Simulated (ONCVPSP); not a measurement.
# An ONCV potential for Ge, from input to tests

Aim: build the potential from the settings below, then test how well it stands in for the atom: other configurations, scattering, ghost states and the plane-wave cutoff that it needs.

Method: ONCVPSP 4.0.1.1 (patched build), PBE, scalar-relativistic.

## 1. The design

Typed settings, in words:

```json
{
 "element": "germanium (Ge, Z = 32)",
 "type": "optimised norm-conserving Vanderbilt (ONCV)",
 "frozen core": "[Ar]",
 "valence charge": "14",
 "reference configuration": "3d10 4s2 4p2",
 "partial waves": "4s: rc 1.35 bohr, ncon 3, nbas 8, qcut 4.3 1/bohr, 1 projector; 4p: rc 2.20 bohr, ncon 3, nbas 6, qcut 3.8 1/bohr, 2 projectors, debl 1.6 Ha; 3d: rc 0.65 bohr, ncon 5, nbas 8, qcut 15.2 1/bohr, 2 projectors, debl 2 Ha",
 "local potential": "polynomial inside 0.55 bohr (lpopt 3, dvloc0 1 Ha)",
 "core correction": "not asked for"
}
```

## 2. The generation run

Input file Ge.dat:

```
# ATOM AND REFERENCE CONFIGURATION
# atsym  z   nc   nv     iexc    psfile
  Ge 32.00    5    3        4      upf
#
#   n    l    f
    1    0    2.00
    2    0    2.00
    2    1    6.00
    3    0    2.00
    3    1    6.00
    3    2   10.00
    4    0    2.00
    4    1    2.00
#
# PSEUDOPOTENTIAL AND OPTIMIZATION
# lmax
    2
#
#   l,   rc,      ep,       ncon, nbas, qcut
    0    1.35    0.00    3    8    4.30
    1    2.20    0.00    3    6    3.80
    2    0.65    0.00    5    8   15.20
#
# LOCAL POTENTIAL
# lloc, lpopt,  rc(5),   dvloc0
    4    3    0.55    1.00
#
# VANDERBILT-KLEINMAN-BYLANDER PROJECTORs
# l, nproj, debl
    0    1    2.70
    1    2    1.60
    2    2    2.00
#
# MODEL CORE CHARGE
# icmod, fcfact, rcfact
    0    0.00    0.00
#
# LOG DERIVATIVE ANALYSIS
# epsh1, epsh2, depsh
   -3.00    5.00    0.02
#
# OUTPUT GRID
# rlmax, drl
    6.00    0.01
#
# TEST CONFIGURATIONS
# ncnf
    4
# nvcnf
#   n    l    f
    3
    3    2   10.00
    4    0    2.00
    4    1    1.00
#
    3
    3    2   10.00
    4    0    2.00
    4    1    0.00
#
    3
    3    2   10.00
    4    0    1.00
    4    1    0.00
#
    3
    3    2   10.00
    4    0    0.00
    4    1    0.00
#
```

The run is started by

```sh
$ oncvpsp.x < Ge.dat > Ge.out
```

Before running it: what results should come out? Wanted: cutoffs for 1 and 0.1 mHa per electron, occupied waves; bound ghosts; GHOST(+) flags; largest test error; largest phase difference near zero energy, channels read.

**Answer**, as computed:

| quantity | value |
| --- | --- |
| cutoffs for 1 and 0.1 mHa per electron, occupied waves | 514 Ha and 575 Ha |
| bound ghosts | s at -425.29 eV, p at -27.53 eV |
| GHOST(+) flags | d at 7232 eV |
| largest test error (AE − PS) | +15 meV, for 3d10 4s1 4p0 (1 test unsolved) |
| largest phase difference near zero energy, channels read | 0.028 rad |

It has a bound ghost (s, p), a state that the atom doesn't have, and that rules the file out. By total energies transferability is good where solved: the largest error is 15 meV on 57.7 eV, for 3d10 4s1 4p0. Atomic tests can pass in spite of a ghost, since they solve only for the levels asked. Of the tests 1 gave no usable energy difference, which is a warning in itself. The potential is very hard: the looser tolerance needs 514 Ha. The 3d wave sets it; 4s needs 9 Ha. Near zero energy the phases of the channels with partial waves agree within 0.028 rad. The program also flags highly localised states, GHOST(+) (d). All of this concerns the isolated atom, not yet a solid.
